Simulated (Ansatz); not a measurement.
# NbAs: the cost of one run

Computed with Ansatz 0.2.0 (DFT PBEsol, scalar-relativistic, plane waves, PAW, unless a step's input says otherwise).

**1. The starting structure**

It takes space group I4_1md (No. 109, tetragonal). The conventional cell has a = 3.452 Å, b = 3.452 Å, c = 11.680 Å, α = 90.00°, β = 90.00°, γ = 90.00°. Nb (site symmetry 2mm) is surrounded by 6 As at 2.60 to 2.63 Å. As (site symmetry 2mm) is surrounded by 6 Nb at 2.60 to 2.63 Å.

As a file:

```cif
data_structure
_symmetry_space_group_name_H-M 'I4_1md'
_symmetry_Int_Tables_number 109
_cell_length_a 3.4517
_cell_length_b 3.4517
_cell_length_c 11.6800
_cell_angle_alpha 90.000
_cell_angle_beta 90.000
_cell_angle_gamma 90.000
_cell_volume 139.16
loop_
_atom_site_label
_atom_site_type_symbol
_atom_site_symmetry_multiplicity
_atom_site_Wyckoff_symbol
_atom_site_fract_x
_atom_site_fract_y
_atom_site_fract_z
_atom_site_occupancy
Nb1 Nb 4 a 0.00000 0.00000 0.75000 1
As1 As 4 a 0.00000 0.00000 0.16600 1
```

The structure comes from the Crystallography Open Database.

(A quick probe on a coarse mesh, which set the mesh and smearing, is not shown.)

**3. Full relaxation**

File input.yaml:

```yaml
crystal:
  lattice:
    - [-1.72585, 1.72585, 5.84]
    - [1.72585, -1.72585, 5.84]
    - [1.72585, 1.72585, -5.84]
  atoms:
    - { symbol: Nb, position: [0.0, 0.0, 0.0] }
    - { symbol: Nb, position: [0.75, 0.25, 0.5] }
    - { symbol: As, position: [0.416, 0.416, 0.0] }
    - { symbol: As, position: [0.166, 0.666, 0.5] }
basis:
  ecutwfc: 420
kpoints:
  mp_grid: { grid: [18, 18, 18] }
hamiltonian:
  xc: pbesol
scf:
  occupations: { method: gaussian, width: 0.1 }
output:
  forces: true
  stress: true
  eigenvalues: true
  write_density: true
  write_potential: true
  elf: true
  volumetric_format: npy
relax:
  adjacent_minimum: "off"
  f_tol: 0.005
  max_steps: 80
  cell: { stress_tol: 0.05 }
```

The run is started by

```sh
$ ansatz run input.yaml --threads 2 --pin off --max-ram 5120MiB --backend cpu --events-out ev --progress --plain --runs-dir out
```

What time and memory should one allow on 2 threads of Arm Neoverse V1, shared host?

About 6 min, with a peak of 1.1 GiB.
